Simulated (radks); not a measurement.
**Ionisation of Al³⁺: one atom, several choices of exchange strength α**

An exercise on one series of results from a longer session: the logs are not shown, and one member is left open.

Method: Dirac Kohn-Sham, spin-unpolarised, spherical densities, finite nucleus; open shells are shared between the two j in proportion to 2j + 1. Code: radks (a radial shooting solver on a logarithmic mesh, Libxc functionals) version 1.

### What is computed

```
element       : aluminium (Z = 13)
charge        : +3
electrons     : 10
configuration : [Ne]
ion           : Al⁴⁺, [He] 2s2 2p5
choices       : α = 0.616; α = 0.624; α = 0.667; α = 0.765; α = 0.952
```

The outer shells:

Al³⁺
```
[He] core
2s [↑↓]
2p [↑↓][↑↓][↑↓]
```

Al⁴⁺
```
[He] core
2s [↑↓]
2p [↑↓][↑↓][↑ ]
```

Set-up of the first run:

The run's settings:

```text
Z 13
configuration [Ne]
relativity Dirac
functional xalpha 0.616
spin unpolarised
j_filling average
nucleus finite rms 3.061 fm
c 137.035999084
```

Steps of the session up to this table: α = 0.616: Al³⁺.

One table of the session follows, with a row left open; its other results are not shown here.

It belongs to the step «α = 0.616: Al³⁺». From the orbitals of this run (lengths in bohr):

| level | <r> | outermost maximum (interpolated) | 90 % within |
| --- | --- | --- | --- |
| 1s1/2 | 0.1208 | 0.0787 | 0.216 |
| 2s1/2 | 0.6291 | 0.499 | 0.996 |
| 2p1/2 | 0.6015 | 0.427 | 1.02 |
| 2p3/2 | ? | ? | ? |

**Question.** Estimate the row for 2p3/2.

The run gave: <r>: 0.6037; outermost maximum (interpolated): 0.429; 90 % within: 1.02. In the column «<r>» it lies between 2p1/2 (0.6015) and 2s1/2 (0.6291).

Limits of these values: Spin polarisation and multiplet splitting are left out, so open shells lie too high by an amount that depends on their filling.
